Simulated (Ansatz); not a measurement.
# B2H5NSi: the cost of one run

Method: RKS r2SCANh-D4/def2-SVP, in Ansatz 0.2.0.

### 1 Starting point

Bond lengths: B1–N2 1.257 Å, N2–B3 1.384 Å, B3–Si4 1.970 Å, B1–H5 1.141 Å, B3–H6 1.179 Å, Si4–H7 1.474 Å, Si4–H8 1.474 Å, Si4–H9 1.472 Å. Angles: B1–N2–B3 179.0°, N2–B1–H5 179.9°, N2–B3–Si4 119.9°, N2–B3–H6 116.6°, Si4–B3–H6 123.5°, B3–Si4–H7 113.6°, B3–Si4–H8 113.4°, B3–Si4–H9 114.5°, H7–Si4–H8 104.8°, H7–Si4–H9 104.8°, H8–Si4–H9 104.8°.

Coordinates:

```xyz
9

B     0.8811    0.9005   -2.1553
N     0.6917    0.7591   -0.9212
B     0.4679    0.5866    0.4336
Si   -0.7567   -0.8261    1.0539
H     1.0544    1.0308   -3.2755
H     1.0421    1.3163    1.1608
H    -2.1140   -0.7197    0.4894
H    -0.3089   -2.1854    0.7023
H    -0.9576   -0.8622    2.5120
```

### 2 Relaxing end A

Contents of input.yaml:

```yaml
crystal:
  periodic: [false, false, false]
  atoms:
    - { symbol: B, position_ang: [0.88112, 0.90046, -2.15527] }
    - { symbol: "N", position_ang: [0.69169, 0.75914, -0.92118] }
    - { symbol: B, position_ang: [0.4679, 0.58663, 0.43361] }
    - { symbol: Si, position_ang: [-0.75673, -0.82606, 1.05388] }
    - { symbol: H, position_ang: [1.0544, 1.03082, -3.27547] }
    - { symbol: H, position_ang: [1.04214, 1.31626, 1.16077] }
    - { symbol: H, position_ang: [-2.11404, -0.71969, 0.48942] }
    - { symbol: H, position_ang: [-0.3089, -2.18535, 0.70225] }
    - { symbol: H, position_ang: [-0.95757, -0.8622, 2.51198] }
basis:
  gaussian: { orbitals: def2-SVP }
hamiltonian:
  xc: r2scanh
  dispersion: d4
relax:
  f_tol: 0.02
  max_steps: 50
output:
  orbitals: {}
```

Run with:

```console
$ ansatz run input.yaml --threads 2 --pin off --max-ram 3072MiB --backend cpu --events-out ev --progress --plain --runs-dir out
```

Q: Estimate wall time and peak memory on 2 threads of Arm Neoverse N1, shared host.

About 22 s, with a peak of 0.17 GiB.
